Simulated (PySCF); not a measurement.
**One shape, several levels: C2H8InN (SMILES C[NH][InH][CH3])**

We compute a comparison of 3 runs (HF/3-21G, TPSSh/STO-3G, PBE0/def2-TZVP) of C2H8InN. The job is set up through a Python script.

Program for the calculation: PySCF 2.14.0.

## 1. Starting point

C2H8InN: 12 atoms, total charge 0, spin state singlet. As SMILES, `C[NH][InH][CH3]`. Geometry: relaxed at PBE0-D4/def2-TZVP. This is one conformer, not always the lowest.

Bond lengths: C1–N2 1.442 Å, N2–In3 2.018 Å, In3–C4 2.144 Å, C1–H5 1.099 Å, C1–H6 1.099 Å, C1–H7 1.093 Å, N2–H8 1.008 Å, In3–H9 1.718 Å, C4–H10 1.090 Å, C4–H11 1.091 Å, C4–H12 1.091 Å. Some angles: C1–N2–In3 128.2°, N2–In3–C4 115.2°, C1–N2–H8 112.5°, In3–N2–H8 119.4°, N2–C1–H5 112.8°, N2–C1–H6 112.8°, N2–C1–H7 110.0°, N2–In3–H9 113.0°, C4–In3–H9 131.8°, In3–C4–H10 110.4°.

## 2. Energy and forces at HF/3-21G (run 1)

Input file calc.py:

```python
import pyscf.grad
from pyscf import gto, scf

molecule = gto.M(
    atom='''
C     -1.257991     4.191224     0.393063
N     -1.233613     1.495529    -0.005480
In     1.737792    -0.887037     0.183114
C      0.873809    -4.778550    -0.539517
H     -2.472896     4.759464     1.978543
H     -1.895206     5.245124    -1.278967
H      0.647987     4.858675     0.830535
H     -2.960445     0.804078    -0.418763
H      4.523437     0.613972     0.907635
H     -1.094340    -4.981318    -1.113616
H      1.189772    -5.903693     1.159725
H      2.086636    -5.521591    -2.031645
''',
    charge=0,
    max_memory=1860,
    verbose=4,
    basis='3-21g',
    unit='bohr',
)

mf = scf.RHF(molecule)
mf.conv_tol = 1e-10
mf.kernel()
if not mf.converged:
    mf = mf.newton().run(mf.mo_coeff, mf.mo_occ)

energy = mf.e_tot
print('Final energy', energy)
grad = mf.Gradients().kernel()
dip = mf.dip_moment()
pop, q = mf.mulliken_pop()
```

On the command line:

```sh
OMP_NUM_THREADS=1 python calc.py
```

Output:

```text
PySCF version 2.14.0

[... 68 lines left out ...]
converged SCF energy = -5848.81956568997
Final energy -5848.819565689967
[... 11 lines left out ...]
Dipole moment(X, Y, Z, Debye): -0.38298, -0.60286, -0.14892
[... 87 lines left out ...]
charge of   11H =      0.20881
```

Wall time 14 s (1 thread of Intel Xeon at 2.50GHz (Skylake/Cascade Lake), shared host); peak memory 0.15 GiB.

## 3. Energy and forces at TPSSh/STO-3G (run 2)

Input file job.py:

```python
# C[NH][InH][CH3]
from pyscf import gto, dft

mol = gto.M(
    atom='''
C       -0.665700       2.217900       0.208000
N       -0.652800       0.791400      -0.002900
In       0.919600      -0.469400       0.096900
C        0.462400      -2.528700      -0.285500
H       -1.308600       2.518600       1.047000
H       -1.002900       2.775600      -0.676800
H        0.342900       2.571100       0.439500
H       -1.566600       0.425500      -0.221600
H        2.393700       0.324900       0.480300
H       -0.579100      -2.636000      -0.589300
H        0.629600      -3.124100       0.613700
H        1.104200      -2.921900      -1.075100
''',
    spin=0,
    max_memory=1860,
    verbose=4,
    basis='sto-3g',
)

calc0 = dft.RKS(mol)
calc0.xc = 'tpssh'
calc0.conv_tol = 1e-10
calc0.grids.level = 5
calc0.kernel()
if not calc0.converged:
    calc0 = calc0.newton().run(calc0.mo_coeff, calc0.mo_occ)

e_tot = calc0.e_tot
print('Final energy', e_tot)
grad = calc0.nuc_grad_method().kernel()
calc0.analyze()
```

On the command line:

```sh
OMP_NUM_THREADS=1 python job.py
```

Output:

```text
PySCF version 2.14.0

[... 80 lines left out ...]
Final energy -5818.862200373396
[... 21 lines left out ...]
MO #1   energy= -976.155203034575  occ= 2
[... 6 lines left out ...]
MO #8   energy= -22.9410797748034  occ= 2
[... 6 lines left out ...]
MO #15  energy= -13.9837057911503  occ= 2
[... 6 lines left out ...]
MO #22  energy= -0.768445721720323 occ= 2
[... 6 lines left out ...]
MO #29  energy= -0.322536573720885 occ= 2
[... 6 lines left out ...]
MO #36  energy= -0.139916731123714 occ= 2
[... 6 lines left out ...]
MO #43  energy= 0.410865859148792  occ= 0
[... 6 lines left out ...]
MO #50  energy= 0.543391695982412  occ= 0
[... 65 lines left out ...]
Dipole moment(X, Y, Z, Debye): -0.63222,  0.24556, -0.07236
```

It took 62 s on 1 thread of Intel Xeon at 2.50GHz (Skylake/Cascade Lake), shared host; peak memory 0.53 GiB.

## 4. Energy and forces at PBE0/def2-TZVP (core potential) (run 3)

Input file input.py:

```python
import pyscf.grad
from pyscf import gto, dft

mol = gto.Mole()
mol.atom = '''
C     -1.257991     4.191224     0.393063
N     -1.233613     1.495529    -0.005480
In     1.737792    -0.887037     0.183114
C      0.873809    -4.778550    -0.539517
H     -2.472896     4.759464     1.978543
H     -1.895206     5.245124    -1.278967
H      0.647987     4.858675     0.830535
H     -2.960445     0.804078    -0.418763
H      4.523437     0.613972     0.907635
H     -1.094340    -4.981318    -1.113616
H      1.189772    -5.903693     1.159725
H      2.086636    -5.521591    -2.031645
'''
mol.unit = 'bohr'
mol.ecp = {'In': 'def2-svp'}
mol.verbose = 4
mol.max_memory = 1860
mol.basis = 'def2-tzvp'
mol.build()

calc0 = dft.RKS(mol, xc='pbe0')
calc0.conv_tol = 1e-10
calc0.grids.level = 5
calc0.kernel()
if not calc0.converged:
    calc0 = calc0.newton().run(calc0.mo_coeff, calc0.mo_occ)

e_tot = calc0.e_tot
print(f'total energy: {e_tot:.8f} hartree')
grad = calc0.Gradients().kernel()
calc0.analyze()
```

On the command line:

```sh
OMP_NUM_THREADS=1 python input.py
```

Output:

```text
PySCF version 2.14.0

[... 102 lines left out ...]
Two-electron Coulomb Energy =          418.462707280060954
[... 25 lines left out ...]
MO #23  energy= -0.282561332046345 occ= 2
[... 23 lines left out ...]
MO #47  energy= 0.316517308956506  occ= 0
[... 23 lines left out ...]
MO #71  energy= 0.710619318248888  occ= 0
[... 23 lines left out ...]
MO #95  energy= 1.51428938184889   occ= 0
[... 23 lines left out ...]
MO #119 energy= 2.19576009084007   occ= 0
[... 23 lines left out ...]
MO #143 energy= 2.86462000297026   occ= 0
[... 23 lines left out ...]
MO #167 energy= 4.13445734181549   occ= 0
[... 23 lines left out ...]
MO #191 energy= 125.355284730829   occ= 0
[... 206 lines left out ...]
Dipole moment(X, Y, Z, Debye): -0.44659, -0.64145, -0.16738
```

It took 5.6 min on 1 thread of Intel Xeon at 2.50GHz (Skylake/Cascade Lake), shared host; peak memory 2.8 GiB.

## 5. Overview of the runs

| run | level | integration grid | core potential | energy (Eh) | dipole moment (D) | HOMO energy (eV) | LUMO energy (eV) | wall time |
| --- | --- | --- | --- | --- | --- | --- | --- | --- |
| 1 | HF/3-21G | – | – | -5848.819566 | 0.73 | -8.85 | 2.00 | 14 s |
| 2 | TPSSh/STO-3G | 5 | – | -5818.862200 | 0.68 | -2.51 | 2.56 | 62 s |
| 3 | PBE0/def2-TZVP (core potential) | 5 | def2-svp | -325.777771 | 0.80 | -6.11 | -0.75 | 5.6 min |

## 6. Summary of results

```
                       quantity          value
            run 3: total energy  -325.77777 Eh
           run 3: dipole moment         0.80 D
             run 3: HOMO energy       -6.11 eV
             run 3: LUMO energy       -0.75 eV
           run 3: HOMO–LUMO gap        5.36 eV
run 3: largest force on an atom     0.015 eV/Å
```

The dipole moment (its size) runs from 0.68 D (TPSSh/STO-3G) to 0.80 D (PBE0/def2-TZVP). The two ends differ in method and basis and core potential. The HOMO–LUMO gap runs from 5.07 eV (TPSSh/STO-3G) to 10.84 eV (HF/3-21G). The two ends differ in method and basis. Totals of different functionals can't be ranked against each other. Some runs of one species differ in core potentials or relativity; totals across that change don't compare. In run 2 the basis is minimal, so the values are rough. In runs 1, 2 relativity is left out where basis or elements ask for it. All runs together took 6.9 min, the longest 5.6 min.
